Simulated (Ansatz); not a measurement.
Geometry optimisation, Ansatz, DFT PBEsol, scalar-relativistic, plane waves, PAW.

input.yaml

```yaml
crystal:
  lattice:
    - [0.0, 5.43, 5.43]
    - [5.43, 0.0, 5.43]
    - [5.43, 5.43, 0.0]
  atoms:
    - { symbol: Si, position: [0.0, 0.0, 0.0] }
    - { symbol: Si, position: [0.125, 0.125, 0.125] }
    - { symbol: Si, position: [0.0, 0.0, 0.5] }
    - { symbol: Si, position: [0.125, 0.125, 0.625] }
    - { symbol: Si, position: [0.0, 0.5, 0.0] }
    - { symbol: Si, position: [0.125, 0.625, 0.125] }
    - { symbol: Si, position: [0.0, 0.5, 0.5] }
    - { symbol: Si, position: [0.125, 0.625, 0.625] }
    - { symbol: Si, position: [0.5, 0.0, 0.0] }
    - { symbol: Si, position: [0.625, 0.125, 0.125] }
    - { symbol: Si, position: [0.5, 0.0, 0.5] }
    - { symbol: Si, position: [0.625, 0.125, 0.625] }
    - { symbol: Si, position: [0.5, 0.5, 0.0] }
    - { symbol: Si, position: [0.625, 0.625, 0.125] }
    - { symbol: Si, position: [0.5, 0.5, 0.5] }
    - { symbol: Si, position: [0.625, 0.625, 0.625] }
    - { symbol: C, position: [0.55660728, 0.30797099, 0.31776826], spin: 1.0 }
magnetization:
  spin_polarized: true
basis:
  ecutwfc: 420.0
kpoints:
  mp_grid: { grid: [2, 2, 2] }
hamiltonian:
  xc: pbesol
  pseudopotentials: { kind: paw, azcp: { folder: soft_1 } }
scf:
  occupations: { method: gaussian, width: 0.05 }
  lower_state_search: "off"
relax:
  f_tol: 0.03
  max_steps: 60
  adjacent_minimum: "off"
```

Launched with:

```bash
$ ansatz run input.yaml --threads 2 --pin off --max-ram 5120MiB --backend cpu --events-out ev --progress --plain --runs-dir out
```

**Question.** Where does it end, and by what steps?

**Answer.** It converged. Limits of this set-up: coarse k mesh, PAW files made for another functional, a small cell, in which the defect meets its images, a typed lattice constant that wasn't relaxed here. After 14 steps the energy has fallen by 1.093 eV; C17 moved furthest, 1.03 Å.

| step | energy less start (eV) | largest force component (eV/Å) | accepted |
| --- | --- | --- | --- |
| 0 | 0.0000 | 0.502 | yes |
| 1 | -0.1195 | 0.245 | yes |
| 2 | -0.1481 | 0.284 | yes |
| 3 | -0.1701 | 0.415 | yes |
| 4 | -0.2326 | 0.642 | yes |
| 5 | -0.5161 | 0.814 | yes |
| 6 | -0.6722 | 0.639 | yes |
| 7 | -0.8928 | 0.518 | yes |
| 8 | -0.9410 | 0.572 | yes |
| 9 | -1.0271 | 0.635 | yes |
| 10 | -1.0484 | 0.429 | yes |
| 11 | -1.0741 | 0.340 | yes |
| 12 | -1.0840 | 0.144 | yes |
| 13 | -1.0793 | 0.196 | no |
| 14 | -1.0928 | 0.028 | yes |

```xyz
17
Lattice="0.0000 5.4300 5.4300 5.4300 0.0000 5.4300 5.4300 5.4300 0.0000" Properties=species:S:1:pos:R:3
Si 0.021 0.107 0.051
Si 1.319 1.396 1.524
Si 2.608 2.693 0.051
Si 4.362 3.783 1.093
Si 2.720 -0.005 2.788
Si 4.021 1.393 4.144
Si 5.480 2.666 2.832
Si 6.753 4.124 4.144
Si 0.010 2.705 2.982
Si 1.494 4.208 4.289
Si 2.901 5.243 2.062
Si 3.938 6.651 4.288
Si 2.745 2.740 5.574
Si 4.127 4.019 6.968
Si 5.406 5.400 5.573
Si 6.789 6.787 6.803
C 3.006 5.139 3.828
```

Whether the end is a true minimum wasn't checked by a vibrational analysis.

Run time: 4.2 min on 2 threads of Intel(R) Xeon(R) Processor @ 2.50GHz (Skylake/Cascade Lake), with other jobs on the host, peak memory 0.73 GiB.
